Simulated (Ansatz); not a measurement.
Below is the output of a Python script on Ansatz 0.2.0 through its Python package that makes a single point from an input typed as a dict of Ca2ZrTiO6, space group Fm-3m. Write a script that gives it. Level of theory: PBEsol, PAW, cutoff 510 eV, 4×4×4 k-points, fixed occupations.

```
CELL_PARAMETERS angstrom
0.00000 4.02369 4.02369
4.02369 0.00000 4.02369
4.02369 4.02369 0.00000
ATOMIC_POSITIONS crystal
Ca 0.25000 0.25000 0.25000
Ca 0.75000 0.75000 0.75000
Zr 0.50000 0.50000 0.50000
Ti 0.00000 0.00000 0.00000
O 0.75788 0.24212 0.24212
O 0.24212 0.75788 0.75788
O 0.24212 0.75788 0.24212
O 0.75788 0.24212 0.75788
O 0.24212 0.24212 0.75788
O 0.75788 0.75788 0.24212
```

Running `python ca2zrtio6_deck.py` prints:
```text
Ca2ZrTiO6: -13571.415003 eV = -997.480614 Ry = -498.740307 Ha
Fermi level 8.4048 eV, 8 k-points, 48 symmetry operations
band  energy (eV)  occupation (first spin channel), at k = [0.0, 0.0, 0.0]
   1     -47.5923    2.0000
   2     -38.6034    2.0000
   3     -31.1606    2.0000
   4     -31.1505    2.0000
   5     -23.9961    2.0000
   6     -23.9961    2.0000
   7     -23.9961    2.0000
   8     -16.9957    2.0000
   9     -16.9957    2.0000
  10     -16.9957    2.0000
  11     -12.2346    2.0000
  12     -12.2346    2.0000
  13     -12.2346    2.0000
  14     -12.1827    2.0000
  15     -12.1827    2.0000
  16     -12.1827    2.0000
  17      -8.6087    2.0000
  18      -7.8488    2.0000
  19      -7.8488    2.0000
  20      -7.1153    2.0000
  21      -7.1153    2.0000
  22      -7.1153    2.0000
  23       4.2864    2.0000
  24       4.3116    2.0000
  25       4.3116    2.0000
  26       4.3116    2.0000
  27       4.3158    2.0000
  28       4.3158    2.0000
  29       5.8839    2.0000
  30       5.8839    2.0000
  31       5.8839    2.0000
  32       7.3273    2.0000
  33       7.3273    2.0000
  34       7.3273    2.0000
  35       7.9633    2.0000
  36       7.9633    2.0000
  37       7.9633    2.0000
  38       8.4048    2.0000
  39       8.4048    2.0000
  40       8.4048    2.0000
  41      10.7972    0.0000
  42      10.7972    0.0000
  43      10.7972    0.0000
  44      12.5443    0.0000
  45      12.7929    0.0000
  46      12.7929    0.0000
  47      13.6363    0.0000
  48      13.6363    0.0000
  49      13.6363    0.0000
stress xx yy zz yz xz xy (GPa, compression positive): -6.848 -6.848 -6.848 0.000 0.000 -0.000
P = -68.48 kbar
doubts on the final state: none
warnings: none
```

The script that was run (others could print the same):

`ca2zrtio6_deck.py`
```python
'''Ca2ZrTiO6 from an input typed as a mapping.'''

import json
import warnings

import ansatz as az
import numpy as np

warnings.simplefilter('ignore', az.DeckWarning)

inputs = {
    'crystal': {
        'lattice': [
            [0.0, 4.023693, 4.023693],
            [4.023693, 0.0, 4.023693],
            [4.023693, 4.023693, 0.0],
        ],
        'atoms': [
            {'symbol': 'Ca', 'position': [0.25, 0.25, 0.25]},
            {'symbol': 'Ca', 'position': [0.75, 0.75, 0.75]},
            {'symbol': 'Zr', 'position': [0.5, 0.5, 0.5]},
            {'symbol': 'Ti', 'position': [0.0, 0.0, 0.0]},
            {'symbol': 'O', 'position': [0.757883, 0.242117, 0.242117]},
            {'symbol': 'O', 'position': [0.242117, 0.757883, 0.757883]},
            {'symbol': 'O', 'position': [0.242117, 0.757883, 0.242117]},
            {'symbol': 'O', 'position': [0.757883, 0.242117, 0.757883]},
            {'symbol': 'O', 'position': [0.242117, 0.242117, 0.757883]},
            {'symbol': 'O', 'position': [0.757883, 0.757883, 0.242117]},
        ],
    },
    'kpoints': {'mp_grid': {'grid': [4, 4, 4]}},
    'hamiltonian': {'xc': 'pbesol'},
    'scf': {'occupations': {'method': 'fixed'}},
    'basis': {'ecutwfc': 510},
    'output': {'forces': True, 'stress': True, 'eigenvalues': True},
}

out = az.Session.from_dict(inputs).plan(threads=1).execute()
r = out.report

energy = r['free_energy_ev']
print('Ca2ZrTiO6: {:.6f} eV = {:.6f} Ry = {:.6f} Ha'.format(energy, energy / 13.605693, energy / 27.211386))
print('Fermi level {:.4f} eV, {} k-points, {} symmetry operations'.format(r['fermi_energy_ev'], r['n_kpoints'], r['n_symmetry_ops']))

print('band  energy (eV)  occupation (first spin channel), at k =', r['kpoints_frac'][0])
for band, (e, occ) in enumerate(zip(r['eigenvalues_ev'][0], r['occupations'][0]), start=1):
    print(f'{band:4d} {e:12.4f} {occ:9.4f}')

# the stress is positive in compression
sigma = r['stress_gpa']
voigt = [sigma[0][0], sigma[1][1], sigma[2][2], sigma[1][2], sigma[0][2], sigma[0][1]]
print('stress xx yy zz yz xz xy (GPa, compression positive):', ' '.join(f'{s:.3f}' for s in voigt))
print('P =', round(10 * float(np.mean(voigt[:3])), 2), 'kbar')

keep = ['free_energy_ev', 'energy_sigma0_ev', 'fermi_energy_ev', 'n_iterations', 'converged', 'magnetization_mub', 'n_kpoints']
with open('ca2zrtio6.json', 'w') as handle:
    json.dump({key: r[key] for key in keep}, handle, indent=1)

print('doubts on the final state:', r['published_state_doubts'] or 'none')
print('warnings:', sorted({n['data']['kind'] for n in out.notices if n['data'].get('severity') in ('warning', 'doubt')}) or 'none')
```

Notes:
- Total energies depend on the potentials; only differences at equal settings carry meaning. A total without «per atom» is that of the cell as typed.
- No spin polarisation was allowed.
- The computed bands are complete only to about 5.2 eV above the Fermi level.
- The Fermi level of a run with fixed occupations marks the highest occupied state on its mesh, not mid-gap.
- Only differences from the Fermi energy are physical; the zero of the scale is a convention.
- At these settings the cell as given stands under about -7 GPa, so it isn't at this functional's equilibrium volume.
- The structure comes from a database of computed cells and needn't be a stable or known phase.
- Levels are Kohn-Sham eigenvalues on this mesh, without spin-orbit coupling.
- Run time: 3.9 s on 1 thread of Intel(R) Xeon(R) Platinum 8488C (Sapphire Rapids), with other jobs on the host, peak memory 0.56 GiB.

(Lines on the test bed's own set-up are left out of the output.)
